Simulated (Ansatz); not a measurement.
# Si16B: the cost of one run

Method: DFT PBE, plane waves, PAW, scalar-relativistic, collinear spin, in Ansatz 0.2.0.

## (1) The system as given

The cell holds 17 atoms (BSi16): a = 7.679 Å, b = 7.679 Å, c = 7.679 Å, α = 60.00°, β = 60.00°, γ = 60.00°.

Its coordinates follow in the input file.

## (2) Relaxing the start

Contents of input.yaml:

```yaml
crystal:
  lattice:
    - [0.0, 5.43, 5.43]
    - [5.43, 0.0, 5.43]
    - [5.43, 5.43, 0.0]
  atoms:
    - { symbol: Si, position: [0.0, 0.0, 0.0] }
    - { symbol: Si, position: [0.125, 0.125, 0.125] }
    - { symbol: Si, position: [0.0, 0.0, 0.5] }
    - { symbol: Si, position: [0.125, 0.125, 0.625] }
    - { symbol: Si, position: [0.0, 0.5, 0.0] }
    - { symbol: Si, position: [0.125, 0.625, 0.125] }
    - { symbol: Si, position: [0.0, 0.5, 0.5] }
    - { symbol: Si, position: [0.125, 0.625, 0.625] }
    - { symbol: Si, position: [0.5, 0.0, 0.0] }
    - { symbol: Si, position: [0.625, 0.125, 0.125] }
    - { symbol: Si, position: [0.5, 0.0, 0.5] }
    - { symbol: Si, position: [0.625, 0.125, 0.625] }
    - { symbol: Si, position: [0.5, 0.5, 0.0] }
    - { symbol: Si, position: [0.625, 0.625, 0.125] }
    - { symbol: Si, position: [0.5, 0.5, 0.5] }
    - { symbol: Si, position: [0.625, 0.625, 0.625] }
    - { symbol: B, position: [0.884919, 0.3676759, 0.8715578], spin: 1.0 }
magnetization:
  spin_polarized: true
basis:
  ecutwfc: 420.0
kpoints:
  mp_grid: { grid: [2, 2, 2] }
hamiltonian:
  xc: pbe
  pseudopotentials: { kind: paw, azcp: { folder: soft_1 } }
scf:
  occupations: { method: fermi_dirac, width: 0.05 }
  lower_state_search: "off"
relax:
  f_tol: 0.08
  max_steps: 25
  adjacent_minimum: "off"
```

Command:

```sh
$ ansatz run input.yaml --threads 1 --pin off --max-ram 3072MiB --backend cpu --events-out ev --progress --plain --runs-dir out
```

Q: Estimate wall time and peak memory on 1 thread of AMD EPYC 7R43 (Zen 3), shared host.

About 2.4 min, with a peak of 0.71 GiB.
